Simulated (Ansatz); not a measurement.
## CuSn3 in Ansatz: the effect of functional

The system is CuSn3.

```
Sn Cu
1.0
    -2.22487    2.22487    4.83801
     2.22487   -2.22487    4.83801
     2.22487    2.22487   -4.83801
Sn Cu
3 1
Direct
  0.50000 0.50000 0.00000
  0.25000 0.75000 0.50000
  0.75000 0.25000 0.50000
  0.00000 0.00000 0.00000
```

The cell comes from a database or a generator and needn't be the stable form of this composition.

The cell isn't the ideal one: volume scaled by 0.98.

Alike in all runs:

* Program: Ansatz 0.2.0
* Task: single point
* Potentials or basis: Ansatz PAW
* k mesh: 8 × 8 × 8
* Occupations: fermi-dirac, width 0.05 eV
* Spin: no spin polarisation

```tsv
functional	cutoff	pressure (GPa)
LDA	420 eV (not typed: the program's choice for these potentials)	-4.8
r2SCAN	500 eV (not typed: the program's choice for these potentials)	?
PBE	420 eV (not typed: the program's choice for these potentials)	0.0
```

Question: What does the run with functional r2SCAN give?

Answer: Pressure -1.7 GPa.

Caveats: the PAW data sets come from PBE, with cores solved anew for the run's functional, which leaves a small shift of forces and pressure (some runs).
